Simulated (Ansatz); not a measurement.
# C: an axial (c/a) deformation path

An exercise on one series of results from a longer session: the logs are not shown, and one member is left open.

A COD entry behind a cell of this session may itself be a prediction, so a difference from it is no test against experiment.

Computed with Ansatz 0.2.0 (DFT r2SCAN, scalar-relativistic, plane waves, PAW, unless a step's input says otherwise).

1 further run of the same task is left out (set aside as unsound or not needed). Runs told in other sessions of the task aren't counted.

### The starting structure

Symmetry: P6_3/mmc, No. 194, hexagonal system. Conventional cell: a = 2.503 Å, b = 2.503 Å, c = 4.169 Å, α = 90.00°, β = 90.00°, γ = 120.00°. Around C (site symmetry 3m) lie 4 C at 1.54 to 1.56 Å.

Coordinates:

```
CELL_PARAMETERS angstrom
2.50319 0.00000 0.00000
-1.25160 2.16783 0.00000
0.00000 0.00000 4.16888
ATOMIC_POSITIONS crystal
C 0.33333 0.66667 0.06273
C 0.66667 0.33333 0.56273
C 0.33333 0.66667 0.43727
C 0.66667 0.33333 0.93727
```

This cell was relaxed beforehand with the same method: volume 5.66 Å³/atom, gap on the mesh 3.60 eV.

The first run:

At fixed volume and fractional coordinates, lengths along (0.000, 0.000, 1.000) are scaled against those across it; ρ is that ratio over its starting value.

Input file input.yaml:

```yaml
crystal:
  lattice:
    - [2.6425392562, 0.0, 0.0]
    - [-1.3212696281, 2.2885061264, 0.0]
    - [0.0, 0.0, 3.7408111103]
  atoms:
    - { symbol: C, position: [0.3333333333, 0.6666666667, 0.0627335268] }
    - { symbol: C, position: [0.6666666667, 0.3333333333, 0.5627335268] }
    - { symbol: C, position: [0.3333333333, 0.6666666667, 0.4372664732] }
    - { symbol: C, position: [0.6666666667, 0.3333333333, 0.9372664732] }
basis:
  ecutwfc: 500
kpoints:
  mp_grid: { grid: [12, 12, 6] }
hamiltonian:
  xc: r2scan
scf:
  occupations: { method: gaussian, width: 0.05 }
output:
  forces: true
  stress: true
  eigenvalues: true
```

The run is started by

```
$ ansatz run input.yaml --threads 1 --pin off --max-ram 2560MiB --backend cpu --events-out ev --progress --plain --runs-dir out
```

Among the steps run: ρ = 0.850; At ρ = 1.200; Point ρ = 0.920; At ρ = 1.100; ρ = 0.960; ρ = 1.050; At ρ = 0.800; ρ = 1.300.

One of the session's tables, all rows but one given; the rest of the session is left out.

It belongs to the step «The scan collected». Collected from the runs (energy zero: the undisturbed cell):

| ρ | ΔE (meV/atom) | pressure (GPa) | gap on the mesh (eV) |
| --- | --- | --- | --- |
| 0.800 | 892.6 | 37.3 | 0.62 |
| 0.850 | 457.3 | 19.4 | 1.87 |
| 0.920 | 114.8 | 5.1 | 3.36 |
| 0.960 | 26.8 | 1.3 | 3.61 |
| 1.000 | 0.0 | 0.0 | 3.60 |
| 1.050 | ? | ? | ? |
| 1.100 | 135.8 | 5.0 | 2.78 |
| 1.200 | 476.6 | 17.7 | 0.07 |
| 1.300 | 943.9 | 35.0 | 0.00 |

Q: Estimate the row for ρ = 1.050 from the others.

Worked estimate for «ΔE (meV/atom)». A straight line through the neighbours (1.000, 0.0) and (1.100, 135.8) gives 0.0 + (135.8 − 0.0) × (1.050 − 1.000) / (1.100 − 1.000) = 67.9; a parabola fitted to 4 rows on both sides gives 41.7.

**Answer.** ΔE (meV/atom): 36.5; pressure (GPa): 1.2; gap on the mesh (eV): 3.54. In «ΔE (meV/atom)» the line misses by +31.4 and the parabola by +5.2.

Where the gap reads zero, the mesh chosen for the insulator is on the coarse side.
